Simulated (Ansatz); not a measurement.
Crystal: CsLiCr2Te2S3.

```
Cs Li Cr Te S
1.0
     3.42162   -5.18069    0.00784
     3.42162    5.18069    0.00784
    -2.90411    0.00000    7.43093
Cs Li Cr Te S
1 1 2 2 3
Direct
  0.09374 0.09374 0.00853
  0.58875 0.58875 0.55336
  0.05646 0.46755 0.55790
  0.46755 0.05646 0.55790
  0.56486 0.87357 0.29035
  0.87357 0.56486 0.29035
  0.81151 0.39697 0.73347
  0.39697 0.81151 0.73347
  0.21404 0.21404 0.48371
```

The cell was built by a generator and needn't be a form met in nature.

Base run:

```yaml
Program: Ansatz 0.2.0
Functional: PBE
Potentials_or_basis: all-electron LAPW, scalar-relativistic
Cutoff: 292 eV (chosen from the basis error)
Basis_error_allowed: 0.002 eV/atom
k_mesh: 4 × 4 × 3
Occupations: fermi-dirac, width 0.05 eV
Spin: collinear spin, ferromagnetic start
Starting_moments: "[0.0, 0.0, 3.0, 3.0, 0.0, 0.0, 0.0, 0.0, 0.0] μB"
Hubbard_terms: Cr d U = 6 eV
```

Its results: band gap on the k mesh none (metal or under the smearing width); pressure 5.0 GPa; net moment 5.98 μB per cell; site moments Cs -0.00; Li -0.00; Cr +3.50; Te -0.14; S -0.28, -0.29 μB; largest force 2.632 eV/Å.

**Question.** The run is repeated on the same cell with these changes: hubbard terms from Cr d U = 6 eV to none. What comes out?

**Answer.** Band gap on the k mesh none (metal or under the smearing width); pressure 0.0 GPa; net moment 4.01 μB per cell; site moments Cs -0.00; Li +0.00; Cr +2.23; Te -0.18; S -0.06, -0.05 μB; largest force 0.036 eV/Å.

Caveats: the k mesh is thin for a metal, which can move the energy by tens of meV per atom; only a ferromagnetic start was run, and an antiferromagnetic order may lie lower in energy; the magnetic state may not be the lowest (some runs); U is the effective U less J, on atomic orbitals that reach past the spheres (some runs); forces of over 1 eV/Å show positions far from the minimum, so gaps and moduli don't describe the material at rest (some runs).
